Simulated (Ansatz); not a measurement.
# Cd (Cadmium): the cost of one run

Program: Ansatz 0.2.0. Level of theory: DFT PBEsol, scalar-relativistic, plane waves, PAW. These are calculated values, not measurements.

1 further run of the same task is left out (set aside as unsound or not needed).

### 1 Starting point

It takes space group P6_3/mmc (No. 194, hexagonal). Conventional cell: a = 2.944 Å, b = 2.944 Å, c = 5.610 Å, α = 90.00°, β = 90.00°, γ = 120.00°. Around Cd (site symmetry -6m2) lie 12 Cd at 2.94 to 3.28 Å.

Structure file:

```
CELL_PARAMETERS angstrom
2.94421 0.00000 0.00000
-1.47211 2.54976 0.00000
0.00000 0.00000 5.61032
ATOMIC_POSITIONS crystal
Cd 0.33333 0.66667 0.25000
Cd 0.66667 0.33333 0.75000
```

It is the result of an earlier relaxation at this level (volume 21.06 Å³/atom; gap on the mesh: none (metal)).

### 2 A stricter relaxation, with the smearing for a metal

Response functions are second derivatives at a minimum, so forces and stress are first brought close to zero on the mesh and occupations that the response runs use.

The input, input.yaml:

```yaml
crystal:
  lattice:
    - [2.9442122157, 0.0, 0.0]
    - [-1.4721061079, 2.549762573, 0.0]
    - [0.0, 0.0, 5.610319584]
  atoms:
    - { symbol: Cd, position: [0.3333333333, 0.6666666667, 0.25] }
    - { symbol: Cd, position: [0.6666666667, 0.3333333333, 0.75] }
basis:
  ecutwfc: 420
kpoints:
  mp_grid: { grid: [18, 18, 8] }
hamiltonian:
  xc: pbesol
scf:
  occupations: { method: fermi_dirac, width: 0.15 }
output:
  forces: true
  stress: true
  eigenvalues: true
  write_density: true
  write_potential: true
  elf: true
  volumetric_format: npy
relax:
  adjacent_minimum: "off"
  f_tol: 0.001
  max_steps: 60
  cell: { stress_tol: 0.01 }
```

Command:

```console
$ ansatz run input.yaml --threads 1 --pin off --max-ram 2560MiB --backend cpu --events-out ev --progress --plain --runs-dir out
```

What time and memory should one allow on 1 thread of an Arm CPU, shared host?

About 52 s, with a peak of 0.42 GiB.
